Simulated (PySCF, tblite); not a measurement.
**C6H6F2: geometry, infrared bands and NMR shifts**

Aim: predict the infrared bands and NMR shifts of C6H6F2 (`FC1=CCC=C[C@@H]1F`).

Computed with tblite 0.8.0 and PySCF 2.14.0, with density-fitted response routines of our own, on a single molecule in the gas phase. Atoms count from 0, in the outputs and in this text.

## 1. The molecule as given

14 atoms, charge 0, multiplicity 1; geometry from: force field or distance geometry start.

Bonds of the start (Å): F0–C1 1.35, C1–C2 1.34, C2–C3 1.49, C3–C4 1.51, C4–C5 1.35, C5–C6 1.51, C6–F7 1.37, C6–C1 1.51, C2–H8 1.09, C3–H9 1.09, C3–H10 1.10, C4–H11 1.09, C5–H12 1.08, C6–H13 1.09.

## 2. Geometry optimisation with GFN2-xTB

Job settings and geometry (Å):

```
{"job": {"kind": "relax", "xc": "GFN2-xTB", "basis": "xTB"}, "charge": 0, "multiplicity": 1}
F      0.460800     2.689700    -0.336300
C      0.222900     1.373000    -0.179000
C     -0.927100     0.992000     0.389700
C     -1.315900    -0.431400     0.607500
C     -0.272800    -1.419600     0.157500
C      0.887500    -1.043800    -0.410200
C      1.283100     0.398300    -0.633000
F      2.463900     0.642700     0.022300
H     -1.639900     1.756400     0.691200
H     -2.258200    -0.647400     0.094700
H     -1.496500    -0.594600     1.684400
H     -0.490000    -2.477500     0.291800
H      1.612500    -1.789700    -0.702500
H      1.469000     0.551500    -1.700300
```

Started as:

```sh
$ OMP_NUM_THREADS=1 python probes_run.py task.json out
```

The driver reads the jobs from task.json and runs them one after another.

The program printed:

```text
step      E/eV     max force
  0    -689.13671    1.476
  1    -689.16674    1.163
  2    -689.19102    0.426
  3    -689.19963    0.316
  4    -689.20816    0.210
  5    -689.21099    0.122
  6    -689.21312    0.087
  7    -689.21424    0.088
  8    -689.21500    0.064
  9    -689.21531    0.041
 10    -689.21550    0.045
 11    -689.21567    0.051
 12    -689.21587    0.038
 13    -689.21601    0.028
 14    -689.21611    0.032
 15    -689.21624    0.039
 16    -689.21644    0.044
 17    -689.21670    0.047
 18    -689.21691    0.039
 19    -689.21705    0.038
 20    -689.21715    0.034
 21    -689.21726    0.027
 22    -689.21738    0.031
 23    -689.21752    0.028
 24    -689.21765    0.034
 25    -689.21776    0.031
 26    -689.21785    0.022
 27    -689.21794    0.026
 28    -689.21804    0.033
 29    -689.21820    0.044
 30    -689.21843    0.046
 31    -689.21872    0.048
 32    -689.21903    0.040
 33    -689.21939    0.047
 34    -689.21981    0.060
 35    -689.22034    0.062
 36    -689.22094    0.055
 37    -689.22158    0.062
 38    -689.22225    0.060
 39    -689.22290    0.058
 40    -689.22351    0.062
 41    -689.22414    0.057
 42    -689.22450    0.097
 43    -689.22502    0.058
 44    -689.22528    0.036
 45    -689.22555    0.029
 46    -689.22566    0.028
 47    -689.22581    0.029
 48    -689.22589    0.021
 49    -689.22599    0.021
 50    -689.22610    0.021
 51    -689.22620    0.024
 52    -689.22627    0.020
 53    -689.22633    0.019
 54    -689.22638    0.011
 55    -689.22640    0.011
 56    -689.22642    0.008
```

It took 0.45 s on 1 thread of Arm Neoverse N1, shared host; peak memory 0.18 GiB.

The steps of the relaxation: (not every step is listed)

| step | energy from step 0 (eV) | largest force (eV/Å) |
| --- | --- | --- |
| 0 | 0.0000 | 1.4764 |
| 1 | -0.0300 | 1.1635 |
| 2 | -0.0543 | 0.4255 |
| 3 | -0.0629 | 0.3162 |
| 4 | -0.0715 | 0.2105 |
| 5 | -0.0743 | 0.1216 |
| 6 | -0.0764 | 0.0869 |
| 7 | -0.0775 | 0.0882 |
| 8 | -0.0783 | 0.0641 |
| 12 | -0.0792 | 0.0384 |
| 16 | -0.0797 | 0.0443 |
| 20 | -0.0804 | 0.0339 |
| 24 | -0.0809 | 0.0337 |
| 28 | -0.0813 | 0.0326 |
| 32 | -0.0823 | 0.0401 |
| 36 | -0.0842 | 0.0554 |
| 40 | -0.0868 | 0.0623 |
| 44 | -0.0886 | 0.0357 |
| 48 | -0.0892 | 0.0215 |
| 51 | -0.0895 | 0.0239 |
| 52 | -0.0896 | 0.0199 |
| 53 | -0.0896 | 0.0195 |
| 54 | -0.0897 | 0.0107 |
| 55 | -0.0897 | 0.0112 |
| 56 | -0.0897 | 0.0075 |

Close pairs (by a distance rule), those that changed most:

```csv
bond,before (Å),after (Å),change (Å)
C6–F7,1.372,1.401,+0.029
C4–C5,1.345,1.323,-0.022
C1–C2,1.338,1.322,-0.016
C1–C6,1.510,1.496,-0.014
C5–C6,1.512,1.499,-0.013
C3–C4,1.506,1.493,-0.012
C2–H8,1.088,1.079,-0.008
C4–H11,1.088,1.081,-0.008
```

The next job starts from the end point, and lists it.

## 3. Harmonic vibrations with GFN2-xTB

Job settings and geometry (Å):

```
{"job": {"kind": "ir", "xc": "GFN2-xTB", "basis": "xTB"}, "charge": 0, "multiplicity": 1}
F      0.402751     2.618946    -0.598848
C      0.176984     1.334411    -0.240019
C     -0.957661     0.987001     0.342363
C     -1.258052    -0.430595     0.695890
C     -0.290513    -1.393446     0.090167
C      0.834204    -1.031551    -0.504908
C      1.293012     0.393633    -0.569313
F      2.331772     0.565196     0.355331
H     -1.708302     1.732628     0.556274
H     -2.275091    -0.676085     0.374025
H     -1.243790    -0.548655     1.785929
H     -0.561851    -2.437655     0.151086
H      1.514592    -1.759789    -0.919548
H      1.741267     0.645489    -1.540595
```

The program printed:

```text
mode    cm-1     km/mol
  1      44.7      2.00
  2     225.9      1.80
  3     239.3      1.36
  4     257.6      0.85
  5     369.2      8.98
  6     424.1      2.49
  7     485.3      6.77
  8     549.8      2.69
  9     613.9     22.17
 10     733.5     12.41
 11     767.1     20.03
 12     823.3      5.65
 13     905.8     24.09
 14     922.7     11.88
 15     929.7     26.76
 16     961.6     35.88
 17     967.4     46.90
 18    1013.8     11.44
 19    1103.6      0.66
 20    1133.3     80.81
 21    1143.7     85.56
 22    1177.6      0.46
 23    1247.3      1.09
 24    1258.8     17.32
 25    1319.6     18.50
 26    1328.7      5.22
 27    1344.4      2.93
 28    1430.9     12.60
 29    1722.9     16.00
 30    1746.3     17.18
 31    2898.8     22.43
 32    2912.8     12.35
 33    2953.5     25.51
 34    3074.6     17.49
 35    3094.8     16.33
 36    3096.0     32.47
```

It took 0.59 s on 1 thread of Arm Neoverse N1, shared host; peak memory 0.18 GiB.

The strongest bands and the atoms that carry them (share of the mass-weighted mode):

```csv
cm⁻¹,km/mol,atoms
906,24.1,"C6 32 %, H12 15 %, C4 14 %, C2 13 %"
930,26.8,"C3 18 %, H12 18 %, C6 16 %, H9 11 %"
962,35.9,"C3 20 %, C4 16 %, C6 12 %, H8 12 %"
967,46.9,"C6 38 %, C3 13 %"
1133,80.8,"H10 30 %, C1 27 %, H9 13 %, F0 11 %"
1144,85.6,"H9 29 %, C1 23 %, H10 16 %"
2954,25.5,"H9 77 %, H10 18 %"
3096,32.5,H8 82 %
```

## 4. Shielding tensors: PBE0/pcSseg-1

Same as in step 3 but for these lines:

```diff
@@ -1,2 +1,2 @@
-{"job": {"kind": "ir", "xc": "GFN2-xTB", "basis": "xTB"}, "charge": 0, "multiplicity": 1}
+{"job": {"kind": "nmr", "xc": "PBE0", "basis": "pcSseg-1"}, "charge": 0, "multiplicity": 1}
 F      0.402751     2.618946    -0.598848
```

With the program's defaults for keys left out, this is: GIAO PBE0/pcSseg-1 NMR shielding, non-relativistic, gas phase.

The program printed:

```text
coarse grid: 12408 points
cycle   1  E = -431.2409580269  dE =  1.246e+00  |g| = 6.555e-01  |ddm| = 3.496e+00
cycle   2  E = -431.1752612207  dE =  6.570e-02  |g| = 9.415e-01  |ddm| = 1.169e+00
cycle   3  E = -431.3161395128  dE = -1.409e-01  |g| = 8.842e-02  |ddm| = 7.219e-01
cycle   4  E = -431.3175962209  dE = -1.457e-03  |g| = 4.217e-02  |ddm| = 1.215e-01
cycle   5  E = -431.3179983133  dE = -4.021e-04  |g| = 1.327e-02  |ddm| = 4.573e-02
cycle   6  E = -431.3180353552  dE = -3.704e-05  |g| = 4.739e-03  |ddm| = 1.445e-02
cycle   7  E = -431.3180410953  dE = -5.740e-06  |g| = 4.851e-04  |ddm| = 4.341e-03
final grid: 122688 points
cycle   8  E = -431.3801031630  dE = -4.134e-05  |g| = 8.488e-03  |ddm| = 3.149e-02
cycle   9  E = -431.3800894059  dE =  1.376e-05  |g| = 1.249e-02  |ddm| = 1.739e-02
cycle  10  E = -431.3801192132  dE = -2.981e-05  |g| = 1.244e-03  |ddm| = 1.003e-02
cycle  11  E = -431.3801194934  dE = -2.802e-07  |g| = 2.866e-04  |ddm| = 1.253e-03
cycle  12  E = -431.3801195064  dE = -1.303e-08  |g| = 1.315e-04  |ddm| = 3.432e-04
cycle  13  E = -431.3801195104  dE = -3.997e-09  |g| = 3.888e-05  |ddm| = 1.313e-04
cycle  14  E = -431.3801195108  dE = -3.604e-10  |g| = 7.184e-06  |ddm| = 3.610e-05
converged SCF energy = -431.3801195108

GIAO shielding tensors (ppm)
atom      isotropic    diamagn.    paramagn.     s11        s22        s33       span
  0 F      282.116     475.586    -193.470    192.186    295.077    359.085    166.899
  1 C       19.079     252.444    -233.365    -80.470     63.529     74.177    154.647
  2 C       71.386     257.351    -185.966    -23.641     79.507    158.291    181.933
  3 C      155.197     248.285     -93.088    136.586    162.083    166.922     30.336
  4 C       45.684     255.031    -209.347    -71.026     43.771    164.307    235.333
  5 C       54.376     255.834    -201.458    -58.253     66.675    154.705    212.958
  6 C      102.933     240.625    -137.692     75.358     85.175    148.266     72.908
  7 F      354.253     472.919    -118.666    316.691    343.276    402.792     86.101
  8 H       25.743      29.868      -4.125     23.022     26.000     28.208      5.186
  9 H       28.785      28.768       0.018     23.929     27.209     35.219     11.290
 10 H       28.493      28.444       0.049     24.677     26.079     34.724     10.047
 11 H       25.201      30.230      -5.028     23.152     25.187     27.265      4.113
 12 H       25.290      30.194      -4.904     23.068     25.323     27.480      4.412
 13 H       26.007      28.170      -2.163     23.916     24.938     29.169      5.253
```

Run time: 45 s. Hardware: 1 thread of Arm Neoverse N1, shared host; peak memory 0.71 GiB.

The references, computed at this level on geometries of the same kind, shield at (ppm): ¹H TMS 31.72, ¹³C TMS 186.9, ¹⁹F CFCl3 170.9. Their shielding less the atom's gives the shift. The references are single molecules in the gas phase, so shifts against H2O, NH3, PH3, H3PO4 or CFCl3 are not on the usual liquid scales and can be off by tens of ppm.

```
atoms                                environment  σ (ppm)  δ (ppm)  δ scaled to CDCl3
   C1            fully substituted alkene carbon     19.1    167.8              161.9
   C4                                  alkene CH     45.7    141.2              135.9
   C5                                  alkene CH     54.4    132.5              127.5
   C2                                  alkene CH     71.4    115.5              110.9
   C6                 allylic sp3 CH bonded to F    102.9     84.0               80.1
   C3                            allylic sp3 CH2    155.2     31.7               29.1
  H11                   hydrogen on an alkene CH    25.20     6.52               6.25
  H12                   hydrogen on an alkene CH    25.29     6.43               6.16
   H8                   hydrogen on an alkene CH    25.74     5.97               5.74
  H13  hydrogen on an allylic sp3 CH bonded to F    26.01     5.71               5.49
  H10             hydrogen on an allylic sp3 CH2    28.49     3.22               3.14
   H9             hydrogen on an allylic sp3 CH2    28.79     2.93               2.87
   F0                           vinylic fluorine    282.1   -111.2                  –
   F7                  fluorine on an sp3 carbon    354.3   -183.3                  –
```

The scaled column applies a straight-line fit of computed shieldings to shifts measured in CDCl3, and one for carbons that bear F (root-mean-square error 0.16 ppm for H, 1.9 ppm for C).

Charges from the same density, by scheme (e):

| atoms | Mulliken | IAO | Hirshfeld | ESP fit |
| --- | --- | --- | --- | --- |
| F0 | -0.28 | -0.27 | -0.09 | -0.18 |
| C1 | 0.27 | 0.26 | 0.07 | 0.06 |
| C2 | -0.23 | -0.19 | -0.06 | -0.16 |
| C3 | -0.10 | -0.27 | -0.06 | -0.16 |
| C4 | -0.16 | -0.12 | -0.03 | 0.00 |
| C5 | -0.14 | -0.18 | -0.06 | -0.46 |
| C6 | 0.21 | 0.14 | 0.05 | 0.47 |
| F7 | -0.34 | -0.33 | -0.14 | -0.28 |

Mayer bond orders: F0–C1 0.90, C1–C2 1.86, C2–C3 1.04, C3–C4 1.06, C4–C5 1.90, C5–C6 1.02, C6–F7 0.87, C6–C1 1.01.

Ring of atoms C1, C2, C3, C4, C5, C6: NICS(0) -1.1, NICS(1) -2.8, NICS(1)zz -1.6 ppm (means of both faces; NICS(1) differs between them: -4.0 and -1.5).

Orbitals, density, ELF and potential are computed afterwards from the orbital file.

Frontier orbitals at PBE0/pcSseg-1, with the share of their density that lies nearest to each atom:

```
orbital  energy (eV)                          lies on
   HOMO        -7.57  C1, C2 about 33 % each; F0 13 %
   LUMO        -0.40        C4 23 %; C5 16 %; C2 10 %
```

ELF in a plane through or near 10 of the atoms.

Values, 10 rows by 14 columns:
```
0.00 0.00 0.00 0.00 0.00 0.00 0.00 0.00 0.00 0.00 0.00 0.00 0.00 0.00
0.00 0.00 0.00 0.00 0.02 0.05 0.00 0.00 0.02 0.00 0.00 0.00 0.00 0.00
0.00 0.00 0.00 0.17 0.71 0.83 0.20 0.34 0.99 0.97 0.05 0.00 0.00 0.00
0.00 0.00 0.00 0.37 0.83 0.80 0.38 0.54 0.96 0.66 0.01 0.00 0.00 0.00
0.00 0.00 0.01 0.05 0.18 0.87 0.19 0.60 0.89 0.56 0.69 0.37 0.01 0.00
0.00 0.00 0.08 0.71 0.79 0.31 0.44 0.12 0.81 0.37 0.81 0.47 0.01 0.00
0.00 0.00 0.01 0.06 0.12 0.67 0.63 0.86 0.47 0.58 0.03 0.00 0.00 0.00
0.00 0.00 0.00 0.00 0.63 1.00 0.94 0.14 0.95 1.00 0.88 0.00 0.00 0.00
0.00 0.00 0.00 0.00 0.17 0.90 0.57 0.00 0.12 0.55 0.04 0.00 0.00 0.00
0.00 0.00 0.00 0.00 0.00 0.00 0.00 0.00 0.00 0.00 0.00 0.00 0.00 0.00
```
The map spans 9.8 Å across and 9.8 Å up, centred on the molecule. Atoms in the plane (x, y in Å): F0 (-1.5, 2.2), C1 (-0.7, 1.1), C2 (0.6, 1.3), C3 (1.5, 0.1), C4 (0.8, -1.2), C5 (-0.5, -1.3), C6 (-1.5, -0.2), H8 (1.0, 2.3), H11 (1.4, -2.1), H12 (-1.0, -2.3).

log10 of the density (e/Å³) in the same plane.

Ten even steps from ' ' (-4.0) to '@' (1.7):
```
                                                        
                                                        
              ..::----::::....::::::....                
          ..--==++++++++==----======----....            
        ..::==++**####**++====++++++====::..            
        ..--++**%%%%%%##**++****####++==--::..          
        ..--==++##%%####****######**++==----::..        
        ::::====++**##%%%%####@@##**++++====--::..      
      ..::--====++**################****++++==--::..    
    ..::--==++****######**++++**####%%##****==--::..    
    ..::--==++**##%%%%##**++++**########**++==--::..    
    ....--==++++****################**++++==--::..      
      ..::--====++++**##@@%%##%%@@##**++==--::::..      
        ..::::--==++**######****####**++==--::..        
          ..::--==++**##****++++******++==--....        
            ..::--==++++++========++====--::..          
              ..::--======--------------::..            
                ....::::::..............                
                                                        
                                                        
```
The map spans 9.8 Å across and 9.8 Å up, centred on the molecule. Atoms in the plane (x, y in Å): F0 (-1.5, 2.2), C1 (-0.7, 1.1), C2 (0.6, 1.3), C3 (1.5, 0.1), C4 (0.8, -1.2), C5 (-0.5, -1.3), C6 (-1.5, -0.2), H8 (1.0, 2.3), H11 (1.4, -2.1), H12 (-1.0, -2.3).

On the surface of density 0.002 e/bohr³ the electrostatic potential runs, from the 1st to the 99th percentile, from -1.20 V near F7 to 1.05 V near H11.

## 5. What came out

| quantity | value |
| --- | --- |
| strongest single infrared mode (GFN2-xTB) | 1144 cm⁻¹, 86 km/mol |
| zero-point energy (GFN2-xTB) | 64.6 kcal/mol |
| ¹³C shifts against TMS (PBE0/pcSseg-1) | 167.8, 141.2, 132.5, 115.5, 84.0, 31.7 ppm |
| ¹H shifts against TMS (PBE0/pcSseg-1) | 6.52, 6.43, 5.97, 5.71, 3.22, 2.93 ppm |
| ¹⁹F shifts against CFCl3 (PBE0/pcSseg-1) | -111.2, -183.3 ppm |
| surface potential, 1st and 99th percentile | -1.20 V and 1.05 V |

**Reading.** Over 56 steps the energy fell by 0.090 eV; of the close pairs, C6–F7 changed most, 1.372 to 1.401 Å. All 36 modes are real, so the xTB geometry is a minimum. The strongest single mode, at 1144 cm⁻¹, is spread over many atoms; the largest shares are those of H9, C1. GFN2-xTB is a fitted tight-binding method: band positions and strengths are rough. Its intensities can rank the bands wrongly. At PBE0/pcSseg-1: The widest tensor belongs to C4: span 235 ppm, with a paramagnetic part of -209 ppm. At PBE0/pcSseg-1, counted by nearest atom on the grid, the HOMO lies on C1, C2 about 33 % each; F0 13 %, the LUMO on C4 23 %; C5 16 %.
